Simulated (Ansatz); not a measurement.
**BrCl2GeH: basis-set convergence**

How large a basis does BrCl2GeH need? Two functionals are run in growing sets.

The runs use Ansatz 0.2.0, Gaussian basis; one geometry, several basis sets.

Plan: PBE0-D4/def2-SVP; ωB97M-V/def2-SVP; PBE0-D4/def2-QZVPP; ωB97M-V/def2-QZVPP; the functionals' def2-TZVPP values are taken from earlier runs.

## 1. The relaxed structure

All runs share one geometry, relaxed beforehand with PBE0-D4 in a triple-zeta def2 set.

SMILES `[Cl][GeH]([Cl])[Br]`, 5 atoms, charge 0, spin multiplicity 1.

Atoms are counted from 1 here; the program's logs count them from 0.

Bond lengths: Cl1–Ge2 2.129 Å, Ge2–Cl3 2.129 Å, Ge2–Br4 2.280 Å, Ge2–H5 1.526 Å. Angles: Cl1–Ge2–Cl3 108.2°, Cl1–Ge2–Br4 108.9°, Cl1–Ge2–H5 110.0°, Cl3–Ge2–Br4 108.9°, Cl3–Ge2–H5 110.0°, Br4–Ge2–H5 110.8°.

Geometry (Å):

```xyz
5

Cl   -1.1483   -0.0880    1.7333
Ge    0.1061    0.0955    0.0233
Cl    1.2815   -1.6725   -0.1308
Br   -1.2018    0.2768   -1.8356
H     1.0123    1.3146    0.1684
```

## 2. PBE0-D4 in def2-SVP

Input file in.yaml:

```yaml
crystal:
  periodic: [false, false, false]
  atoms:
    - {symbol: Cl, position_ang: [-1.148257, -0.087966, 1.733275]}
    - {symbol: Ge, position_ang: [0.106109, 0.095461, 0.023327]}
    - {symbol: Cl, position_ang: [1.281529, -1.672493, -0.130838]}
    - {symbol: Br, position_ang: [-1.201831, 0.276801, -1.835626]}
    - {symbol: H, position_ang: [1.012349, 1.314597, 0.168362]}
basis:
  gaussian: {orbitals: def2-SVP}
hamiltonian: {xc: pbe0, dispersion: d4}
output: {orbitals: {seedname: orbitals}}
```

After this run come: ωB97M-V in def2-SVP; PBE0-D4 in def2-QZVPP; ωB97M-V in def2-QZVPP.

Q: Predict the results of all the runs planned. Wanted: PBE0-D4: double and triple zeta above quadruple; ωB97M-V: double and triple zeta above quadruple.

**Answer**, as computed:

| quantity | value |
| --- | --- |
| PBE0-D4: double and triple zeta above quadruple | 27.73, 3.38 eV |
| ωB97M-V: double and triple zeta above quadruple | 27.43, 3.26 eV |

In words: PBE0-D4 gains 24.35 eV from double to triple zeta, then 3.38 eV more. These are total energies; as a rule much of such shifts cancels in differences, which this series doesn't test.
